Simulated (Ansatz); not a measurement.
**CdAg: how well frozen cores do**

Does the method matter for CdAg? The same cell, functional and mesh are run with full-potential LAPW, frozen-core PAW and all-electron PAW on datasets made for the crystal.

Program: Ansatz 0.2.0. Level of theory: DFT PBEsol, scalar-relativistic. These are calculated values, not measurements.

## Step 1: The system as given

Symmetry: Pm-3m, No. 221, cubic system. Conventional cell: a = 3.330 Å, b = 3.330 Å, c = 3.330 Å, α = 90.00°, β = 90.00°, γ = 90.00°. Cd (site symmetry m-3m) is surrounded by 8 Ag at 2.88 Å. Around Ag (site symmetry m-3m) lie 8 Cd at 2.88 Å.

Coordinates:

```xyz
2
Lattice="3.3300 0.0000 0.0000 0.0000 3.3300 0.0000 0.0000 0.0000 3.3300" Properties=species:S:1:pos:R:3 pbc="T T T"
Cd    1.6650    1.6650    1.6650
Ag    0.0000    0.0000    0.0000
```

The cell is a deposited one (Crystallography Open Database entry 9008796); the temperature and pressure of the measurement aren't taken into account, and nothing was relaxed.

Atoms are numbered in the order of the input: Cd1, Ag2.

## Step 2: Full-potential LAPW

input.yaml reads:

```yaml
crystal:
  lattice:
    - [3.33, 0.0, 0.0]
    - [0.0, 3.33, 0.0]
    - [0.0, 0.0, 3.33]
  atoms:
    - { symbol: Cd, position: [0.5, 0.5, 0.5] }
    - { symbol: Ag, position: [0.0, 0.0, 0.0] }
kpoints:
  mp_grid: { grid: [12, 12, 12] }
  band_path:
    path:
      - [0.0, 0.0, 0.0]
      - [0.0, 0.5, 0.0]
      - [0.5, 0.5, 0.0]
      - [0.0, 0.0, 0.0]
      - [0.5, 0.5, 0.5]
      - [0.0, 0.5, 0.0]
      - [0.5, 0.5, 0.5]
      - [0.5, 0.5, 0.0]
    npoints: 14
scf:
  occupations: { method: fermi_dirac, width: 0.05 }
hamiltonian:
  xc: pbesol
  pseudopotentials: { kind: all_electron, lapw: { basis_error: 0.00025 } }
output:
  forces: true
  stress: true
  eigenvalues: true
  populations: true
  dos: { projected: true, de: 0.2, e_range: [-14, 8] }
```

The run is started by

```sh
$ ansatz run input.yaml --threads 1 --pin off --max-ram 3072MiB --backend cpu --events-out ev --progress --plain --runs-dir out
```

## Step 3: Frozen-core PAW

input.yaml: that of step 2 with these lines changed.

```diff
@@ -25,3 +25,3 @@
   xc: pbesol
-  pseudopotentials: { kind: all_electron, lapw: { basis_error: 0.00025 } }
+  pseudopotentials: { kind: paw }
 output:
@@ -30,3 +30,9 @@
   eigenvalues: true
+  efg: { contact_densities: true }
   populations: true
+  bader: true
   dos: { projected: true, de: 0.2, e_range: [-14, 8] }
+  write_density: true
+  write_potential: true
+  elf: true
+  volumetric_format: npy
```

## Step 4: All-electron PAW on datasets made for the crystal

input.yaml: that of step 3 with these lines changed.

```diff
@@ -20,3 +20,3 @@
       - [0.5, 0.5, 0.0]
-    npoints: 14
+    npoints: 8
 scf:
@@ -25,3 +25,3 @@
   xc: pbesol
-  pseudopotentials: { kind: paw }
+  pseudopotentials: { kind: all_electron, datasets: crystal }
 output:
@@ -31,8 +31 @@
   efg: { contact_densities: true }
-  populations: true
-  bader: true
-  dos: { projected: true, de: 0.2, e_range: [-14, 8] }
-  write_density: true
-  write_potential: true
-  elf: true
-  volumetric_format: npy
```

(Steps that only read results are left out.)

Q: Predict the outcome of this session. Wanted: pressure; gap; Bader charges.

The runs gave:

```
           quantity                                              value
           pressure  LAPW -1.69, PAW -1.67, crystal datasets -1.69 GPa
         gap (LAPW)                                               none
Bader charges (PAW)                             Cd1 +0.23, Ag2 -0.23 e
```

At this geometry the cell is under tension of 1.7 GPa, so it would shrink if let go. With 49 electrons in the bands of a cell, and no spin, a band must be partly filled: it is a metal at this level. In pressure, PAW differs from LAPW by +0.02 GPa. The price, with the outputs that each input asks for: 51 s for LAPW against 14 s for PAW, about 4 to one.
